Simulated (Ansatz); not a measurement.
# SbH3 (quintet): wave-function methods side by side, def2-TZVPP

The task here is to estimate one member of a computed series from the others.

Program: Ansatz 0.2.0, Gaussian basis. Level of theory: def2-TZVPP, core rule «outside noble gas», up to 9 orbitals frozen. These are calculated values, not measurements.

To be run: UHF; CCSD(T) on ROHF; CCSD(T) on UHF; BCCD(T) on ROHF; CCSDT(Q) on ROHF; CCSDT(Q) on UHF; CASSCF and MRCISD+Q, 8 electrons in 7 orbitals; CASSCF and MRCISD+Q(relaxed), 8 electrons in 7 orbitals; CASSCF and NEVPT2, 8 electrons in 7 orbitals.

4 further runs of the same task are left out: 4 set aside as unsound or not needed.

## What is computed

The geometry is a PBE0/def2-TZVP stationary point (not a proven minimum) of the parent state, kept for this charge and spin. No spin-orbit coupling is included. Elements past krypton take def2 core potentials.

4 atoms, charge 0, spin multiplicity 5.

Atoms are counted from 1 here; the program's logs count them from 0.

Bond lengths: Sb1–H2 1.841 Å, Sb1–H3 1.700 Å, Sb1–H4 1.841 Å. Angles: H2–Sb1–H3 90.9°, H2–Sb1–H4 178.2°, H3–Sb1–H4 90.9°.

The first run:

Contents of in.yaml:

```yaml
crystal:
  periodic: [false, false, false]
  atoms:
    - {symbol: Sb, position_ang: [0.000000, -0.013265, 0.000000]}
    - {symbol: H, position_ang: [0.000000, -0.042257, -1.840997]}
    - {symbol: H, position_ang: [0.000000, 1.686902, 0.000000]}
    - {symbol: H, position_ang: [0.000000, -0.042257, 1.840997]}
basis:
  gaussian: {orbitals: def2-TZVPP}
magnetization: {spin_polarized: true, initial_magnetization: 4}
hamiltonian: {xc: hf}
output: {orbitals: {seedname: orbitals}}
```

Launch:

```console
$ ansatz run in.yaml --threads 1 --pin off --events-out ev --progress --plain --max-ram 2816MiB --backend cpu
```

Steps of the session up to this table: UHF; CCSD(T) on ROHF; CCSD(T) on UHF; BCCD(T) on ROHF; CCSDT(Q) on ROHF; CCSDT(Q) on UHF; CASSCF and MRCISD+Q, 8 electrons in 7 orbitals; CASSCF and MRCISD+Q(relaxed), 8 electrons in 7 orbitals; CASSCF and NEVPT2, 8 electrons in 7 orbitals.

One table of the session follows, with a row left open; its other results are not shown here.

It belongs to the step «Misses and costs». 

```
                   method  from UCCSDT(Q) (kcal/mol)
                     ROHF                     +93.57
                      UHF                     +85.66
                     RMP2                     +19.82
                     UMP2                     +21.12
                    RCCSD                      +4.67
                    UCCSD                      +4.05
                 RCCSD(T)                      +1.32
                 UCCSD(T)                      +0.92
                  BCCD(T)                      +1.35
                   RCCSDT                      +0.58
                   UCCSDT                      +0.13
                RCCSDT(Q)                          ?
                UCCSDT(Q)                          0
           CASSCF valence                     +74.66
           NEVPT2 valence                     +17.66
           MRCISD valence                      +5.85
         MRCISD+Q valence                      +1.13
MRCISD+Q(relaxed) valence                      +0.62
```

Q: Estimate the row for RCCSDT(Q) from the others.

**Answer.** from UCCSDT(Q) (kcal/mol): +0.45. In the column «from UCCSDT(Q) (kcal/mol)» it lies between UCCSDT (+0.13) and RCCSDT (+0.58).

To keep in mind: Restricted and unrestricted rows rest on different reference determinants; where their highest levels disagree by more than a few hundredths of an eV, they describe different states and don't form one ladder.
